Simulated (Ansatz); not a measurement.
# C3H8B radical: up Jacob's ladder to CCSD(T)

The task here is to estimate one member of a computed series from the others.

Computed with Ansatz 0.2.0, Gaussian basis. Level: functionals in def2-TZVPP, the program's frozen cores in correlated methods.

Levels to be run: LDA (SPW92), PBE-D4, revPBE-D4, BLYP-D4, r2SCAN-D4, B97M-V, PBE0-D4, B3LYP-D4, r2SCANh-D4, r2SCAN0-D4, HSE06-D4, BHLYP-D4, CAM-B3LYP-D4, LC-ωPBE, ωB97X-V, ωB97M-V, B2PLYP, PBE-QIDH; CCSD(T)/def2-SVP; CCSD(T)/def2-TZVPP; MP2/def2-QZVPP; extrapolation to the limit; RPA on PBE.

### The geometry

An earlier PBE0-D4 in a triple-zeta def2 set relaxation fixed the geometry.

12 atoms, charge 0, spin multiplicity 2.

Atoms are counted from 1 here; the program's logs count them from 0.

Bond lengths: C1–B2 1.545 Å, C1–H5 1.102 Å, C1–H6 1.091 Å, C1–H7 1.098 Å, B2–C3 1.550 Å, C3–C4 1.530 Å, C3–H8 1.097 Å, C3–H9 1.102 Å, C4–H10 1.093 Å, C4–H11 1.093 Å, C4–H12 1.093 Å. Angles: B2–C1–H5 105.1°, B2–C1–H6 115.2°, B2–C1–H7 113.7°, H5–C1–H6 106.5°, H5–C1–H7 106.0°, H6–C1–H7 109.5°, C1–B2–C3 130.3°, B2–C3–C4 117.5°, B2–C3–H8 109.3°, B2–C3–H9 104.7°, C4–C3–H8 110.9°, C4–C3–H9 110.3°, H8–C3–H9 103.1°, C3–C4–H10 111.4°, C3–C4–H11 111.2°, C3–C4–H12 111.7°, H10–C4–H11 107.3°, H10–C4–H12 107.6° and more.

Geometry (Å):

```
atom     x (Å)     y (Å)     z (Å)
  C1   0.16504   1.76009   0.58095
  B2  -0.94108   0.79190   0.10688
  C3  -0.86177  -0.70493  -0.28595
  C4   0.52706  -1.34101  -0.37263
  H5   0.63712   2.13206  -0.34257
  H6  -0.18775   2.63826   1.12364
  H7   0.96357   1.27203   1.15428
  H8  -1.42454  -0.86618  -1.21401
  H9  -1.47293  -1.22471   0.46980
 H10   1.06636  -1.24991   0.57328
 H11   1.13570  -0.85824  -1.14123
 H12   0.47022  -2.40456  -0.61855
```

The first run:

in.yaml reads:

```yaml
crystal:
  periodic: [false, false, false]
  atoms:
    - {symbol: C, position_ang: [0.165040, 1.760091, 0.580947]}
    - {symbol: B, position_ang: [-0.941081, 0.791901, 0.106881]}
    - {symbol: C, position_ang: [-0.861770, -0.704935, -0.285948]}
    - {symbol: C, position_ang: [0.527060, -1.341008, -0.372633]}
    - {symbol: H, position_ang: [0.637117, 2.132058, -0.342570]}
    - {symbol: H, position_ang: [-0.187746, 2.638261, 1.123639]}
    - {symbol: H, position_ang: [0.963575, 1.272033, 1.154280]}
    - {symbol: H, position_ang: [-1.424536, -0.866182, -1.214005]}
    - {symbol: H, position_ang: [-1.472934, -1.224713, 0.469804]}
    - {symbol: H, position_ang: [1.066358, -1.249910, 0.573283]}
    - {symbol: H, position_ang: [1.135703, -0.858239, -1.141226]}
    - {symbol: H, position_ang: [0.470217, -2.404557, -0.618554]}
basis:
  gaussian: {orbitals: def2-TZVPP}
magnetization: {spin_polarized: true, initial_magnetization: 1}
hamiltonian: {xc: lda}
output: {orbitals: {seedname: orbitals}}
```

Launch:

```console
ansatz run in.yaml --threads 2 --pin off --events-out ev --progress --plain --max-ram 32768MiB --backend cpu
```

Steps of the session up to this table: LDA; PBE-D4 (GGA); revPBE-D4 (GGA); BLYP-D4 (GGA); r2SCAN-D4 (meta-GGA); B97M-V (meta-GGA); B3LYP-D4 (hybrid); r2SCANh-D4 (hybrid); r2SCAN0-D4 (hybrid); HSE06-D4 (hybrid); BHLYP-D4 (hybrid); CAM-B3LYP-D4 (range-separated); LC-ωPBE (range-separated); ωB97X-V (range-separated); ωB97M-V (range-separated); B2PLYP (double hybrid); PBE-QIDH (double hybrid).

One table of the session follows, with a row left open; its other results are not shown here.

| functional | HOMO (eV) | gap (eV) |
| --- | --- | --- |
| LDA (SPW92) | -3.62 | 1.57 |
| PBE-D4 | -3.69 | 1.86 |
| revPBE-D4 | -3.68 | 1.94 |
| BLYP-D4 | ? | ? |
| r2SCAN-D4 | -4.03 | 2.54 |
| B97M-V | -3.68 | 1.95 |
| PBE0-D4 | -4.89 | 4.10 |
| B3LYP-D4 | -4.64 | 3.59 |
| r2SCANh-D4 | -4.47 | 3.34 |
| r2SCAN0-D4 | -5.14 | 4.55 |
| HSE06-D4 | -4.49 | 3.31 |
| BHLYP-D4 | -5.96 | 6.08 |
| CAM-B3LYP-D4 | -6.19 | 6.36 |
| LC-ωPBE | -7.64 | 9.20 |
| ωB97X-V | -7.10 | 8.23 |
| ωB97M-V | -6.75 | 7.64 |

**Question.** Estimate the row for BLYP-D4.

Worked estimate for «HOMO (eV)». Against the share of exact exchange, B3LYP-D4 (0.2, -4.64), BHLYP-D4 (0.5, -5.96) give a slope of -4.40 per unit share; at 0 the line stands at -3.76.

**Answer.** HOMO (eV): -3.53; gap (eV): 1.88. In «HOMO (eV)» the line misses by -0.23.
